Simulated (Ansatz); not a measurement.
CH₆AlClSi, SMILES [CH3][AlH][SiH2]Cl, a rigid scan of one bond length

With the Python package of Ansatz (0.2.0).

Notebook, run cell by cell (the value of a cell's last expression is shown):

```python
import ansatz as az
import numpy as np
```

```python
GEOMETRY = """
C    -1.61310    0.55840   -0.66110
Al   -0.41950   -0.80780   -0.02140
Si    1.69130   -0.19540    0.74880
Cl    2.84350    0.78410   -0.77340
H    -1.19440    1.13230   -1.54310
H    -1.86830    1.33690    0.14600
H    -2.58400    0.13600   -0.99920
H    -0.82080   -2.32160   -0.04400
H     1.58770    0.72740    1.95330
H     2.46070   -1.40150    1.19710
"""
```

```python
ch6alclsi = az.Crystal.molecule()
for line in GEOMETRY.strip().splitlines():
    symbol, *xyz = line.split()
    ch6alclsi = ch6alclsi.atom(symbol, [float(v) for v in xyz])
```

```python
symbols = [site.symbol for site in ch6alclsi.cartesian_sites]
start = np.array([site.position_ang for site in ch6alclsi.cartesian_sites])
axis = (start[4] - start[0]) / np.linalg.norm(start[4] - start[0])
moving = [4]
lengths, energies = [0.997, 1.042, 1.087, 1.133, 1.178, 1.223, 1.268, 1.336], []
for length in lengths:
    xyz = start.copy()
    xyz[moving] += (length - np.linalg.norm(start[4] - start[0])) * axis
    point = az.Crystal.molecule()
    for symbol, place in zip(symbols, xyz):
        point = point.atom(symbol, place.tolist())
    base = (
        point.calculation()
        .basis(gaussian="6-31G*")
        .functional("B3LYP", dispersion="d4")
    )
    rep = base.run(threads=1, pin="off").report
    energies.append(rep["free_energy_ev"])
    print(f"r = {length:6.3f} A  E = {energies[-1]:.5f} eV  <S^2> = {abs(rep['mean_field']['state']['spin_squared']):.3f}")
```

    r =  0.997 A  E = -28133.28816 eV  <S^2> = 0.000
    r =  1.042 A  E = -28133.43542 eV  <S^2> = 0.000
    r =  1.087 A  E = -28133.49082 eV  <S^2> = 0.000
    r =  1.133 A  E = -28133.47433 eV  <S^2> = 0.000
    r =  1.178 A  E = -28133.40353 eV  <S^2> = 0.000
    r =  1.223 A  E = -28133.29192 eV  <S^2> = 0.000
    r =  1.268 A  E = -28133.15016 eV  <S^2> = 0.000
    r =  1.336 A  E = -28132.89782 eV  <S^2> = 0.000

```python
# quartic fit about the minimum
fit = np.polynomial.Polynomial.fit(lengths, np.array(energies) - min(energies), 4).convert()
roots = [r.real for r in fit.deriv().roots() if abs(r.imag) < 1e-9 and fit.deriv(2)(r.real) > 0]
r_e = min(roots, key=lambda r: abs(r - lengths[int(np.argmin(energies))]))
print(f"minimum of the fit at {r_e:.4f} A, force constant {fit.deriv(2)(r_e):.2f} eV/A^2")
```

    minimum of the fit at 1.0982 A, force constant 32.93 eV/A^2

Notes:
- Total energies depend on the basis set; only differences at equal settings carry meaning.
- The rest of the molecule is held rigid at a force-field or estimated start geometry, and the basis set is modest; single-reference methods fail as a bond breaks.
- b3lyp holds the VWN-RPA fit, as in Gaussian; the form of ORCA and Turbomole is b3lyp5.
- The orbitals are restricted, so S² is zero by construction.
- Timing: 27 s on 1 thread of Arm Neoverse V2, with other jobs on the host, peak memory 0.23 GiB.
